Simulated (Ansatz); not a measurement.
Task: a convergence test of the k-point mesh of LaN, space group P6_3mc, with Ansatz's Python interface. Give the script and its output. Use (first run): r2SCAN, PAW, cutoff 653 eV, 2×2×2 k-points, fixed occupations. The script varies spacing (1/A): 1.0, 0.6, 0.4, 0.3.

Contents of `lan.xyz`:
```text
4
Lattice="4.13622253 0.0 0.0 -2.06811127 3.58207379 0.0 0.0 0.0 5.9225931" Properties=species:S:1:pos:R:3 pbc="T T T"
La   -0.00000002    2.38804920    5.90806889
La    2.06811129    1.19402458    2.94677234
N    -0.00000002    2.38804920    2.44278738
N     2.06811129    1.19402458    5.40408393
```

`kconv_lan.py`:
```python
# -*- coding: utf-8 -*-
import logging
import sys

import ansatz as az
import matplotlib.pyplot as plt

logging.basicConfig(stream=sys.stdout, format="%(levelname)s:%(name)s:%(message)s")
log = logging.getLogger("calc")
log.setLevel(logging.INFO)

crystal = az.Crystal.from_extxyz("lan.xyz")

job = crystal.calculation()
job = job.functional("r2scan")
job = job.basis(24 * az.Ha)
job = job.occupations(az.OccupationsMethod.FIXED)
job = job.scf(max_iterations=95)
job = job.band_table()

rows = []
for value in [1.0, 0.6, 0.4, 0.3]:
    rep = job.kpoints(spacing=value).run().report
    rows.append((value, rep["free_energy_ev"] / len(rep["lattice"]["sites"]), rep["n_iterations"], rep["gap_by_band_count_ev"], rep["n_kpoints"]))

log.info("spacing (1/A)   F/atom (eV)    iterations  gap by band count (eV)      k-points")
for row in rows:
    log.info(f"{str(row[0]):>12s}  {row[1]:12.5f}  {row[2]:12d}  {row[3]:22.3f}  {row[4]:12d}")

for row in rows[:-1]:
    shift = 1000 * (row[1] - rows[-1][1])
    log.info(f"{row[0]}: {shift:+.2f} meV/atom" + ("  (within 1 meV)" if abs(shift) < 1 else ""))
plt.figure(figsize=(4.5, 3))
plt.plot([str(row[0]) for row in rows], [1000 * (row[1] - rows[-1][1]) for row in rows], "o-")
plt.xlabel("spacing (1/A)")
plt.ylabel("F - F(last) (meV/atom)")
plt.tight_layout()
plt.savefig("kconv.png", dpi=100)
```

```console
$ python kconv_lan.py
INFO:calc:spacing (1/A)   F/atom (eV)    iterations  gap by band count (eV)      k-points
INFO:calc:         1.0   -3326.10315             7                   1.667             4
INFO:calc:         0.6   -3326.23082             8                   1.418             6
INFO:calc:         0.4   -3326.24858             7                   1.492            10
INFO:calc:         0.3   -3326.25058             7                   1.425            21
INFO:calc:1.0: +147.43 meV/atom
INFO:calc:0.6: +19.77 meV/atom
INFO:calc:0.4: +2.00 meV/atom
```

Notes:
- Along an axis with an odd division the mesh misses the point at one half; a gap read on a finite mesh is an upper bound on this functional's gap.
- Semilocal gaps usually lie well under measured ones.
- Semilocal functionals put the empty 4f levels of La too low, which can move the conduction edge.
- This cell is a computed structure, which may not be the phase found in nature.
- Gaps and levels are Kohn-Sham values on a finite set of k-points, without spin-orbit coupling.
- Shifts are counted from the finest mesh, which is itself no proven limit.
- It ran for 24 s on 1 thread of Arm Neoverse V2, on a shared host, peak memory 0.63 GiB.

(A comment or docstring line of the script was reworded after the run, the code is as it ran; lines on the test bed's own set-up are left out of the output.)
